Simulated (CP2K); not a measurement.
The system is NiMoIrPdW.

```xyz
5
Lattice="2.7608 0.0000 0.0000 -1.3804 2.3909 0.0000 0.0000 0.0000 11.3405" Properties=species:S:1:pos:R:3 pbc="T T T"
Ni    0.0000    0.0000    8.0423
Mo    1.3804    0.7970    3.3369
Pd    1.3804    0.7970   10.1952
Ir    0.0000    0.0000    1.2025
W     1.3804    0.7970    6.0015
```

The cell was built by a generator and needn't be a form met in nature.

Program: CP2K 2026.2. Alike in all runs: potentials or basis GTH_POTENTIALS Ni GTH-PBE-q18, Pd GTH-PBE-q18, Ir GTH-PBE-q17, W GTH-PBE-q14; POTENTIAL_UZH Mo GTH-PBE-q14; TZVP-MOLOPT-SR-GTH, TZVP-MOLOPT-PBE-GTH basis; spin collinear, ferromagnetic start; cell as given; k mesh 11 × 11 × 3; smearing fermi-dirac 0.05 eV.

Question: Order these runs on this cell by their pressure, lowest first.
A. level LDA; EPS_DEFAULT 1.0E-10; NGRIDS 5; CUTOFF of the grids 1000 Ry; points a segment of the path (NPOINTS) 10; bands added on the path 4
B. level PBE; EPS_DEFAULT 1.0E-9; NGRIDS 4; CUTOFF of the grids 600 Ry
C. level PBEsol; EPS_DEFAULT 1.0E-10; NGRIDS 5; CUTOFF of the grids 1000 Ry; points a segment of the path (NPOINTS) 10; bands added on the path 4

Answer: A (-13.2 GPa), C (-8.6 GPa), B (-0.3 GPa).

Caveats: the basis of atomic orbitals isn't converged, which shifts pressures, moduli and gaps; the potentials were made for another functional, which shifts forces and pressure (some runs).

Not every run made on this cell is shown here.
